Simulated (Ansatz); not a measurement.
# CH3BOS: two geometries relaxed

Aim: relax the geometries before and after the rotation by 180° about the B2–C3 bond, and see whether they are two minima and how far apart in energy. SMILES of the start: OBC=S.

Program: Ansatz 0.2.0. Level of theory: RKS BLYP-D4/def2-mTZVP. These are calculated values, not measurements.

## 1. The system as given

Bond lengths: O1–B2 1.404 Å, B2–C3 1.552 Å, C3–S4 1.408 Å, O1–H5 1.008 Å, B2–H6 1.191 Å, C3–H7 1.137 Å. Angles: O1–B2–C3 118.9°, O1–B2–H6 120.3°, C3–B2–H6 120.8°, B2–O1–H5 107.8°, B2–C3–S4 124.7°, B2–C3–H7 118.4°, S4–C3–H7 116.5°.

Structure file:

```xyz
7

O    -0.9983    1.0228   -0.6211
B    -0.0499    0.5330    0.2909
C     0.7194   -0.7703   -0.0533
S     0.5945   -1.4800   -1.2629
H    -1.8955    0.6382   -0.3696
H     0.1734    1.1232    1.3008
H     1.5176   -1.1349    0.6695
```

## 2. End point A

input.yaml reads:

```yaml
crystal:
  periodic: [false, false, false]
  atoms:
    - { symbol: O, position_ang: [-0.9983, 1.0228, -0.6211] }
    - { symbol: B, position_ang: [-0.0499, 0.533, 0.2909] }
    - { symbol: C, position_ang: [0.7194, -0.7703, -0.0533] }
    - { symbol: S, position_ang: [0.5945, -1.48, -1.2629] }
    - { symbol: H, position_ang: [-1.8955, 0.6382, -0.3696] }
    - { symbol: H, position_ang: [0.1734, 1.1232, 1.3008] }
    - { symbol: H, position_ang: [1.5176, -1.1349, 0.6695] }
basis:
  gaussian: { orbitals: def2-mTZVP }
hamiltonian:
  xc: blyp
  dispersion: d4
relax:
  f_tol: 0.015
  max_steps: 40
output:
  orbitals: {}
```

Launch:

```bash
$ ansatz run input.yaml --threads 2 --pin off --max-ram 3072MiB --backend cpu --events-out ev --progress --plain --runs-dir out
```

The program printed, cut to the lines that bear on the results:

```text
Warning: RAYON_NUM_THREADS=2 ignored (pool sized by the plan → 2); use --threads N
[...]
Functional definition: BLYP
[...]
868 factors; their error is unknown
[...]
mean field -14642.80730009 eV, -538.1132430272 hartree, gradient 6.4e-5 eV, S^2 0.000000; 1 other end points of the search recorded, 0 dependent functions left out
[...]
reference -14642.80762108 eV, -538.1132548231 hartree; 19, 19 occupied and 74, 74 virtual orbitals, 868 factors
relax step   1: F+E_penalty+E_count = -14643.10260850 eV  Δ(F+E_penalty+E_count) = +0.000e0 eV  max|allowed force component| = 1.443e1 eV/Å  Δτ_max = 0.0000 Å  (41 SCF iters, accepted)
[...]
relax step   7: F+E_penalty+E_count = -14645.40084450 eV  Δ(F+E_penalty+E_count) = -1.528e-1 eV  max|allowed force component| = 1.373e0 eV/Å  Δτ_max = 0.1221 Å  (31 SCF iters, accepted)
[...]
relax step  13: F+E_penalty+E_count = -14645.54623908 eV  Δ(F+E_penalty+E_count) = -6.307e-3 eV  max|allowed force component| = 1.052e-1 eV/Å  Δτ_max = 0.0544 Å  (30 SCF iters, accepted)
[...]
relax step  19: F+E_penalty+E_count = -14645.55315286 eV  Δ(F+E_penalty+E_count) = +7.451e-5 eV  max|allowed force component| = 1.855e-1 eV/Å  Δτ_max = 0.0812 Å  (30 SCF iters, rejected (line search))
[...]
relax step  25: F+E_penalty+E_count = -14645.55243648 eV  Δ(F+E_penalty+E_count) = +3.807e-3 eV  max|allowed force component| = 3.595e-1 eV/Å  Δτ_max = 0.0653 Å  (32 SCF iters, rejected (line search))
relax step  26: F+E_penalty+E_count = -14645.56143173 eV  Δ(F+E_penalty+E_count) = -5.189e-3 eV  max|allowed force component| = 1.828e-1 eV/Å  Δτ_max = 0.0326 Å  (31 SCF iters, accepted)
```

## 3. The output, continued: end point A relaxed

The log, continued, cut to the lines that bear on the results:

```text
relax step  27: F+E_penalty+E_count = -14645.56464304 eV  Δ(F+E_penalty+E_count) = -3.211e-3 eV  max|allowed force component| = 9.200e-2 eV/Å  Δτ_max = 0.0878 Å  (32 SCF iters, accepted)
[...]
relax step  30: F+E_penalty+E_count = -14645.57315280 eV  Δ(F+E_penalty+E_count) = -5.068e-4 eV  max|allowed force component| = 3.743e-1 eV/Å  Δτ_max = 0.1469 Å  (37 SCF iters, accepted)
[...]
relax step  33: F+E_penalty+E_count = -14645.58475364 eV  Δ(F+E_penalty+E_count) = +1.164e-2 eV  max|allowed force component| = 8.170e-1 eV/Å  Δτ_max = 0.1954 Å  (36 SCF iters, rejected (line search))
[...]
relax step  36: F+E_penalty+E_count = -14645.60081476 eV  Δ(F+E_penalty+E_count) = -1.217e-3 eV  max|allowed force component| = 4.628e-2 eV/Å  Δτ_max = 0.0465 Å  (31 SCF iters, accepted)
[...]
reference -14645.33322210 eV, -538.2060689488 hartree; 19, 19 occupied and 74, 74 virtual orbitals, 868 factors
Total energy: -14645.60311292 eV, -538.2159872535 hartree
Atom 0 at    -0.482849     1.404049    -0.342160 Å, force    -0.003499     0.000901     0.003499 eV/Å
Atom 1 at    -0.407074     0.151213     0.205252 Å, force     0.005992     0.000591    -0.005119 eV/Å
Atom 2 at     0.834563    -0.717538    -0.210844 Å, force     0.009997     0.001040    -0.007441 eV/Å
Atom 3 at     1.035885    -2.284605     0.269072 Å, force     0.002127     0.004170     0.000230 eV/Å
Atom 4 at    -1.274392     1.903985    -0.060839 Å, force     0.004451    -0.000004    -0.001138 eV/Å
Atom 5 at    -1.245313    -0.256163     0.955143 Å, force    -0.007290    -0.001291     0.002820 eV/Å
Atom 6 at     1.600380    -0.268941    -0.861325 Å, force    -0.011778    -0.005407     0.007149 eV/Å
Dipole moment:    -0.279816     0.451879    -0.004650 e Å
```

Run time: 68 s. Hardware: 2 threads of Arm Neoverse V1, shared host; peak memory 0.16 GiB.

Step by step, one in 2:

| step | energy from step 1 (eV) | largest force component (eV/Å) |
| --- | --- | --- |
| 1 | 0.0000 | 14.4289 |
| 3 | -1.7314 | 1.0926 |
| 5 | -2.0627 | 1.5653 |
| 7 | -2.2982 | 1.3727 |
| 9 | -2.4241 | 0.2802 |
| 11 | -2.4373 | 0.3330 |
| 13 | -2.4436 | 0.1052 |
| 15 | -2.4491 | 0.0279 |
| 17 | -2.4493 | 0.1125 |
| 19x | -2.4505 | 0.1855 |
| 21 | -2.4513 | 0.0375 |
| 23 | -2.4528 | 0.1052 |
| 25x | -2.4498 | 0.3595 |
| 27 | -2.4620 | 0.0920 |
| 29 | -2.4700 | 0.1503 |
| 31 | -2.4847 | 0.2329 |
| 33x | -2.4821 | 0.8170 |
| 35x | -2.4958 | 0.2795 |
| 37 | -2.4989 | 0.0884 |
| 39 | -2.5002 | 0.0118 |

Step 1 is the start. 7 steps were tried and not accepted (marked x).

After: Bond lengths: O1–B2 1.369 Å, B2–C3 1.571 Å, C3–S4 1.651 Å, O1–H5 0.978 Å, B2–H6 1.196 Å, C3–H7 1.100 Å. Angles: O1–B2–C3 116.3°, O1–B2–H6 121.6°, C3–B2–H6 122.1°, B2–O1–H5 113.4°, B2–C3–S4 123.0°, B2–C3–H7 118.8°, S4–C3–H7 118.3°.

## 4. End point B

The second end starts from a geometry with the move made by hand.

input.yaml reads:

```yaml
crystal:
  periodic: [false, false, false]
  atoms:
    - { symbol: O, position_ang: [-0.9983, 1.0228, -0.6211] }
    - { symbol: B, position_ang: [-0.0499, 0.533, 0.2909] }
    - { symbol: C, position_ang: [0.7194, -0.7703, -0.0533] }
    - { symbol: S, position_ang: [1.63964, -1.40801, 0.80045] }
    - { symbol: H, position_ang: [-1.8955, 0.6382, -0.3696] }
    - { symbol: H, position_ang: [0.1734, 1.1232, 1.3008] }
    - { symbol: H, position_ang: [0.45801, -1.31513, -1.01628] }
basis:
  gaussian: { orbitals: def2-mTZVP }
hamiltonian:
  xc: blyp
  dispersion: d4
relax:
  f_tol: 0.015
  max_steps: 40
```

Launch:

```bash
$ ansatz run input.yaml --threads 2 --pin off --max-ram 3072MiB --backend cpu --events-out ev --progress --plain --runs-dir out
```

The program printed, cut to the lines that bear on the results:

```text
Warning: RAYON_NUM_THREADS=2 ignored (pool sized by the plan → 2); use --threads N
[...]
[... 1 set-up line as earlier in the session ...]
[...]
868 factors; their error is unknown
[...]
mean field -14642.89046193 eV, -538.1162991683 hartree, gradient 6.8e-5 eV, S^2 0.000000; 1 other end points of the search recorded, 0 dependent functions left out
[...]
reference -14642.89078221 eV, -538.1163109385 hartree; 19, 19 occupied and 74, 74 virtual orbitals, 868 factors
relax step   1: F+E_penalty+E_count = -14643.16917256 eV  Δ(F+E_penalty+E_count) = +0.000e0 eV  max|allowed force component| = 1.104e1 eV/Å  Δτ_max = 0.0000 Å  (47 SCF iters, accepted)
[...]
relax step   3: F+E_penalty+E_count = -14644.97026847 eV  Δ(F+E_penalty+E_count) = -4.735e-1 eV  max|allowed force component| = 2.001e0 eV/Å  Δτ_max = 0.1984 Å  (36 SCF iters, accepted)
[...]
mean field -14645.33306142 eV, -538.2060630438 hartree, gradient 2.2e-5 eV, S^2 0.000000; 2 other end points of the search recorded, 0 dependent functions left out
[...]
reference -14645.33338352 eV, -538.2060748807 hartree; 19, 19 occupied and 74, 74 virtual orbitals, 868 factors
Total energy: -14645.60326823 eV, -538.2159929612 hartree
Atom 0 at    -1.207423     0.640937    -0.610905 Å, force    -0.002319     0.003428     0.000076 eV/Å
Atom 1 at    -0.203913     0.358146     0.276679 Å, force     0.000939    -0.004512    -0.005339 eV/Å
Atom 2 at     0.742482    -0.838085    -0.101146 Å, force     0.002453    -0.002028     0.003349 eV/Å
Atom 3 at     1.973959    -1.352208     0.871199 Å, force     0.000735    -0.000016    -0.002351 eV/Å
Atom 4 at    -1.772300     1.388969    -0.333823 Å, force    -0.001467     0.001031    -0.001528 eV/Å
Atom 5 at    -0.062026     0.989130     1.283134 Å, force    -0.000235     0.001490     0.003948 eV/Å
Atom 6 at     0.575971    -1.363130    -1.053267 Å, force    -0.000106     0.000608     0.001845 eV/Å
Dipole moment:    -0.407277     0.327128    -0.100797 e Å
```

Run time: 18 s. Hardware: 2 threads of Arm Neoverse V1, shared host; peak memory 0.15 GiB.

Step by step:

| step | energy from step 1 (eV) | largest force component (eV/Å) |
| --- | --- | --- |
| 1 | 0.0000 | 11.0405 |
| 2 | -1.3276 | 5.1175 |
| 3 | -1.8011 | 2.0008 |
| 4 | -2.1607 | 1.9908 |
| 5 | -2.3894 | 0.8227 |
| 6 | -2.4131 | 0.4344 |
| 7 | -2.4221 | 0.6358 |
| 8 | -2.4334 | 0.0479 |
| 9 | -2.4337 | 0.0360 |
| 10 | -2.4338 | 0.0053 |

Step 1 is the start.

After: Bond lengths: O1–B2 1.369 Å, B2–C3 1.571 Å, C3–S4 1.651 Å, O1–H5 0.977 Å, B2–H6 1.196 Å, C3–H7 1.100 Å. Angles: O1–B2–C3 116.3°, O1–B2–H6 121.6°, C3–B2–H6 122.2°, B2–O1–H5 113.4°, B2–C3–S4 123.0°, B2–C3–H7 118.7°, S4–C3–H7 118.3°.

## 5. What came out

| quantity | value |
| --- | --- |
| end A | 31 moves, 2.500 eV lower |
| end B | 9 moves, 2.434 eV lower |
| largest difference between the ends | 0.03 Å |
| end B relative to end A | -0.000 eV |

Both starts fell into the same minimum (no atom differs by more than 0.03 Å), so from this start no second minimum was found and no band was run; another arrangement could still be one.
